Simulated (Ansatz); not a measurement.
# C₃H₉AlSi: one species, many methods

The task here is to estimate one member of a computed series from the others.

Program: Ansatz 0.2.0, Gaussian basis. Level of theory: functionals in def2-TZVPP, the program's frozen cores in correlated methods. These are calculated values, not measurements.

The runs, in order: PBE-D4, r2SCAN-D4, PBE0-D4, B3LYP-D4, ωB97X-V, ωB97M-V, B2PLYP; CCSD(T)/def2-TZVPP; MP2/def2-QZVPP; extrapolation to the limit.

### The geometry

All runs share one geometry, relaxed beforehand with PBE0-D4 in a triple-zeta def2 set.

SMILES `C=[CH][Al]([CH3])[SiH3]`, 14 atoms, charge 0, spin multiplicity 1.

Atoms are counted from 1 here; the program's logs count them from 0.

Bond lengths: C1–C2 1.336 Å, C1–H6 1.089 Å, C1–H7 1.089 Å, C2–Al3 1.945 Å, C2–H8 1.091 Å, Al3–C4 1.954 Å, Al3–Si5 2.465 Å, C4–H9 1.096 Å, C4–H10 1.092 Å, C4–H11 1.096 Å, Si5–H12 1.492 Å, Si5–H13 1.494 Å, Si5–H14 1.494 Å. Angles: C2–C1–H6 123.1°, C2–C1–H7 121.8°, H6–C1–H7 115.0°, C1–C2–Al3 120.7°, C1–C2–H8 116.4°, Al3–C2–H8 122.9°, C2–Al3–C4 120.8°, C2–Al3–Si5 116.1°, C4–Al3–Si5 123.1°, Al3–C4–H9 110.5°, Al3–C4–H10 113.5°, Al3–C4–H11 110.6°, H9–C4–H10 107.8°, H9–C4–H11 106.3°, H10–C4–H11 107.8°, Al3–Si5–H12 112.8°, Al3–Si5–H13 112.0°, Al3–Si5–H14 112.0° and more.

The first run:

Contents of in.yaml:

```yaml
crystal:
  periodic: [false, false, false]
  atoms:
    - {symbol: C, position_ang: [-2.473220, 0.322128, -0.006141]}
    - {symbol: C, position_ang: [-1.606761, -0.606944, 0.408174]}
    - {symbol: Al, position_ang: [0.307145, -0.360960, 0.163135]}
    - {symbol: C, position_ang: [1.576800, -1.717280, 0.767606]}
    - {symbol: Si, position_ang: [0.999564, 1.734012, -0.936637]}
    - {symbol: H, position_ang: [-3.551412, 0.224583, 0.111064]}
    - {symbol: H, position_ang: [-2.143523, 1.239891, -0.490437]}
    - {symbol: H, position_ang: [-2.034832, -1.491647, 0.882157]}
    - {symbol: H, position_ang: [1.479575, -1.880843, 1.846751]}
    - {symbol: H, position_ang: [2.617968, -1.460696, 0.561350]}
    - {symbol: H, position_ang: [1.367656, -2.681104, 0.290265]}
    - {symbol: H, position_ang: [2.479952, 1.847845, -1.083202]}
    - {symbol: H, position_ang: [0.547878, 2.938708, -0.177850]}
    - {symbol: H, position_ang: [0.420209, 1.863008, -2.307336]}
basis:
  gaussian: {orbitals: def2-TZVPP}
hamiltonian: {xc: pbe, dispersion: d4}
output: {forces: true, orbitals: {seedname: orbitals}}
```

Launch:

```bash
$ ansatz run in.yaml --threads 4 --pin off --events-out ev --progress --plain --max-ram 10444MiB
```

Among the steps run: PBE-D4 (GGA); r2SCAN-D4 (meta-GGA); PBE0-D4 (hybrid); B3LYP-D4 (hybrid); ωB97X-V (range-separated); ωB97M-V (range-separated); B2PLYP (double hybrid); CCSD(T) in def2-TZVPP; MP2 in def2-QZVPP.

One table of the session follows, with a row left open; its other results are not shown here.

It belongs to the step «Atomisation energies». 

```
            method  atomisation energy (kJ/mol)
            PBE-D4                       4993.0
         r2SCAN-D4                       4963.6
           PBE0-D4                       4950.2
          B3LYP-D4                       4952.5
           ωB97X-V                       4964.1
           ωB97M-V                            ?
            B2PLYP                       4895.2
     HF/def2-TZVPP                       3763.4
    MP2/def2-TZVPP                       4858.1
   CCSD/def2-TZVPP                       4782.3
CCSD(T)/def2-TZVPP                       4840.7
           MP2/CBS                       4968.8
       CCSD(T)/CBS                       4951.4
```

Q: Estimate the row for ωB97M-V from the others.

**Answer.** atomisation energy (kJ/mol): 4956.1. In the column «atomisation energy (kJ/mol)» it lies between B3LYP-D4 (4952.5) and r2SCAN-D4 (4963.6).

To keep in mind: Free atoms (3 C, 1 Al, 1 Si, 9 H) were run apart at each level; the atomisation energy is their sum less the molecule, without zero-point or spin-orbit terms.
